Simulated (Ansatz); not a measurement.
**TiNi (Pm-3m): single point**

What energy and properties does TiNi (Pm-3m) have at the given structure? A script is to give a single point; the system is TiNi (Pm-3m).

All numbers are computed with Ansatz 0.2.0 through its Python package. Level of theory: DFT PBEsol, plane waves, PAW.

## (1) Starting point

The structure is cubic, space group Pm-3m (No. 221). Conventional cell: a = 2.988 Å, b = 2.988 Å, c = 2.988 Å, α = 90.00°, β = 90.00°, γ = 90.00°. Ti (site symmetry m-3m) is surrounded by 8 Ni at 2.59 Å. Ni (site symmetry m-3m) is surrounded by 8 Ti at 2.59 Å.

The script holds or builds the structure itself.

## (2) The code

Contents of run_scf.py:

```python
"""Ground state of TiNi at the given structure."""

import ansatz as az


def main() -> None:
    system = (
        az.Lattice.of((2.9881, 0.0, 0.0), (0.0, 2.9881, 0.0), (0.0, 0.0, 2.9881))
        .atom("Ti", (0.5, 0.5, 0.5))
        .atom("Ni", (0.0, 0.0, 0.0))
        .moments(Ni=1.5)
    )

    # settings of the run
    calc = (
        system.calculation()
        .functional("PBEsol")
        .basis(31 * az.Ry)
        .kpoints(spacing=0.26)
        .occupations("gaussian", width=0.1)
        .spin(az.SpinTreatment.COLLINEAR)
        .scf(tolerance=1e-07)
        .bader_charges()
    )
    def show(event):
        row = event["data"]
        if event["event"] == "scf_iter" and row.get("free_energy_ev") is not None:
            print(f"  iteration {row['iter']:3d}  F = {row['free_energy_ev']:.6f} eV  residual {row['dr2_ev']:.2e}")


    done = calc.session().plan().execute(on_event=show)
    report = done.report

    n_atoms = len(report["lattice"]["sites"])
    print("F =", round(report["free_energy_ev"], 4), "eV for", n_atoms, "atoms")
    print("E(sigma -> 0) =", round(report["energy_sigma0_ev"], 4), "eV, TS =", round(report["entropy_ts_ev"], 5), "eV")
    print("closed by", report["closed_by"], "after", report["n_iterations"], "iterations")

    print("site moments (muB):", [round(m, 2) for m in report["site_moments_mub"]])
    print("electrons up, down:", [round(n, 3) for n in report["spin_occupation_sums"]])

    charges = done.bader_charges()
    for atom in charges.atoms:
        print(f"Bader charge {atom.symbol:2s} {atom.partial_charge_e:+.3f} e")


if __name__ == "__main__":
    main()
```

## (3) The run

Command:

```console
> python run_scf.py
```

**Question.** What results will this script give? Wanted: free energy; gap on the mesh; moment, net / absolute; Bader charges.

As calculated:

| quantity | value |
| --- | --- |
| free energy | -8279.5979 eV (-4139.7989 eV/atom) |
| gap on the mesh | none |
| moment, net / absolute | 0.00 / 0.00 μB per cell |
| Bader charges | Ti +1.18, Ni -1.18 e |

The mesh shows no gap. The starting moments died away: the state reached is non-magnetic. Charge transfer by Bader reaches 1.2 e, on top of metallic bonding. A total without «per atom» is that of the cell as typed. The SCF left the order of moments it started from; the moments printed are the state reached. The structure comes from a database of computed cells and needn't be a stable or known phase. The starting moments were not kept in at least one run, so it stands on a weaker or other magnetic state than the one typed.
